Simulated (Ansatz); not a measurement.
# CaPb3: a single-point run

Aim: a sound single-point run of CaPb3. The structure is shown as the input types it.

Program: Ansatz 0.2.0. Level of theory: DFT, r2SCAN, PAW with Ansatz's default frozen-core files, scalar-relativistic. These are calculated values, not measurements.

## (1) The system as given

Symmetry: Pm-3m, No. 221, cubic system. Conventional cell: a = 4.918 Å, b = 4.918 Å, c = 4.918 Å, α = 90.00°, β = 90.00°, γ = 90.00°. Around Ca (site symmetry m-3m) lie 12 Pb at 3.48 Å. Pb (site symmetry 4/mmm) has 4 Ca at 3.48 Å and 8 Pb at 3.48 Å as nearest neighbours.

As a file:

```xyz
4
Lattice="4.9175 0.0000 0.0000 0.0000 4.9175 0.0000 0.0000 0.0000 4.9175" Properties=species:S:1:pos:R:3 pbc="T T T"
Ca    0.0000    0.0000    0.0000
Pb    0.0000    2.4588    2.4588
Pb    2.4588    2.4588    0.0000
Pb    2.4588    0.0000    2.4588
```

## (2) Running it

File input.yaml:

```yaml
crystal:
  lattice:
    - [4.91751662, 0.0, 0.0]
    - [0.0, 4.91751662, 0.0]
    - [0.0, 0.0, 4.91751662]
  atoms:
    - { symbol: Ca, position: [0.0, 0.0, 0.0] }
    - { symbol: Pb, position: [0.0, 0.5, 0.5] }
    - { symbol: Pb, position: [0.5, 0.5, 0.0] }
    - { symbol: Pb, position: [0.5, 0.0, 0.5] }
kpoints:
  mp_grid: { grid: [8, 8, 8] }
  band_path:
    path:
      - [0.0, 0.0, 0.0]
      - [0.0, 0.5, 0.0]
      - [0.5, 0.5, 0.0]
      - [0.0, 0.0, 0.0]
      - [0.5, 0.5, 0.5]
      - [0.0, 0.5, 0.0]
      - [0.5, 0.5, 0.5]
      - [0.5, 0.5, 0.0]
    npoints: 14
scf:
  occupations: { method: fermi_dirac, width: 0.08 }
  mixing: { algorithm: anderson, beta: 1.5, ndim: 1, preconditioner: none }
  max_iter: 60
hamiltonian:
  xc: r2scan
  pseudopotentials: { kind: paw }
output:
  forces: true
  stress: true
  eigenvalues: true
  efg: { contact_densities: true }
  populations: true
```

The run is started by

```console
ansatz run input.yaml --threads 1 --pin off --max-ram 4096MiB --backend cpu --events-out ev --progress --plain --runs-dir out
```

**Question.** How will this run end, and is anything wrong with its input?

Nothing was computed: the input was turned down at the start. The line that matters: «invalid value for `scf.mixing.beta`: must be finite and in (0, 1]; got 1.5»

The number typed is not permitted for that setting.

The cure: choose a value inside the allowed range.
